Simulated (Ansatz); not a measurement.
# C3H9BOSSi: the cost of one run

Method: RKS PBE0-D4/STO-3G, in Ansatz 0.2.0.

## 1. The system as given

Bond lengths (14 of 16 bonds, heavy atoms first): C1–C2 1.542 Å, C2–Si3 1.882 Å, Si3–B4 1.848 Å, B4–S5 1.902 Å, S5–C6 1.855 Å, Si3–O7 1.694 Å, C6–O7 1.436 Å, C1–H8 1.156 Å, C1–H9 1.085 Å, C1–H10 1.081 Å, C2–H11 1.116 Å, C2–H12 1.109 Å, Si3–H13 1.463 Å, B4–H14 1.207 Å. Angles (14 of 29 angles, heavy atoms first): C1–C2–Si3 112.6°, C2–Si3–B4 112.1°, C2–Si3–O7 111.0°, B4–Si3–O7 104.6°, Si3–B4–S5 103.6°, B4–S5–C6 91.3°, S5–C6–O7 111.7°, Si3–O7–C6 106.0°, C1–C2–H11 109.7°, C1–C2–H12 105.8°, Si3–C2–H11 108.5°, Si3–C2–H12 109.3°, C2–C1–H8 106.7°, C2–C1–H9 112.6°.

As a file:

```xyz
16

C     0.9628   -0.8800    1.9912
C     0.4749   -1.1497    0.5534
Si    0.6464    0.3559   -0.5629
B     0.0663    0.0159   -2.2843
S    -1.2471    1.3575   -2.5878
C    -1.5611    1.5214   -0.7666
O    -0.3365    1.6260   -0.0231
H     0.3306   -0.0015    2.3975
H     0.7937   -1.7228    2.6529
H     1.9857   -0.5320    2.0232
H    -0.5975   -1.4573    0.5717
H     1.1151   -1.9679    0.1656
H     2.0281    0.8331   -0.6123
H    -0.3600   -1.0935   -2.4976
H    -2.1600    0.6220   -0.4015
H    -2.1644    2.4502   -0.5752
```

## 2. Relaxing the start

input.yaml reads:

```yaml
crystal:
  periodic: [false, false, false]
  atoms:
    - { symbol: C, position_ang: [0.9628, -0.88, 1.9912] }
    - { symbol: C, position_ang: [0.4749, -1.1497, 0.5534] }
    - { symbol: Si, position_ang: [0.6464, 0.3559, -0.5629] }
    - { symbol: B, position_ang: [0.0663, 0.0159, -2.2843] }
    - { symbol: S, position_ang: [-1.2471, 1.3575, -2.5878] }
    - { symbol: C, position_ang: [-1.5611, 1.5214, -0.7666] }
    - { symbol: O, position_ang: [-0.3365, 1.626, -0.0231] }
    - { symbol: H, position_ang: [0.3306, -0.0015, 2.3975] }
    - { symbol: H, position_ang: [0.7937, -1.7228, 2.6529] }
    - { symbol: H, position_ang: [1.9857, -0.532, 2.0232] }
    - { symbol: H, position_ang: [-0.5975, -1.4573, 0.5717] }
    - { symbol: H, position_ang: [1.1151, -1.9679, 0.1656] }
    - { symbol: H, position_ang: [2.0281, 0.8331, -0.6123] }
    - { symbol: H, position_ang: [-0.36, -1.0935, -2.4976] }
    - { symbol: H, position_ang: [-2.16, 0.622, -0.4015] }
    - { symbol: H, position_ang: [-2.1644, 2.4502, -0.5752] }
basis:
  gaussian: { orbitals: STO-3G }
hamiltonian:
  xc: pbe0
  dispersion: d4
relax:
  f_tol: 0.02
  max_steps: 40
scf:
  lower_state_search: "off"
```

Started as:

```sh
$ ansatz run input.yaml --threads 1 --pin off --max-ram 2048MiB --backend cpu --events-out ev --progress --plain --runs-dir out
```

What time and memory should one allow on 1 thread of Arm Neoverse N1, shared host?

About 98 s, with a peak of 0.17 GiB.
